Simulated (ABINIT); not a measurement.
Crystal: TaO.

```
CELL_PARAMETERS angstrom
3.06611 0.00000 0.00000
-1.53306 2.65533 0.00000
0.00000 0.00000 3.85502
ATOMIC_POSITIONS crystal
Ta 0.00000 0.00000 0.50000
O 0.00000 0.00000 0.00000
```

The cell was built by a generator and needn't be a form met in nature.

Base run:

```yaml
Program: ABINIT 10.8.3 (patched build)
Functional: PBEsol
Potentials_or_basis: JTH PAW PBE v2.0
Cutoff: 762 eV
k_mesh: 10 × 10 × 7
Occupations: fermi-dirac, width 0.05 eV
Spin: no spin polarisation
```

Its results: band gap on the k mesh none (metal or under the smearing width); pressure -5.6 GPa.

After a change of settings the same cell gave: band gap on the k mesh none (metal or under the smearing width); pressure -3.5 GPa. Which change was it?
A. functional from PBEsol to r2SCAN
B. functional from PBEsol to WC
C. functional from PBEsol to LDA
D. functional from PBEsol to revPBE

A.

Caveats: the PAW data sets were made with another functional, which shifts forces and pressure a little; an odd number of electrons without spin polarisation forces a metal; a magnetic or distorted state may lie lower; the atomic spheres overlap.

Runs at the PBE level aren't shown here.
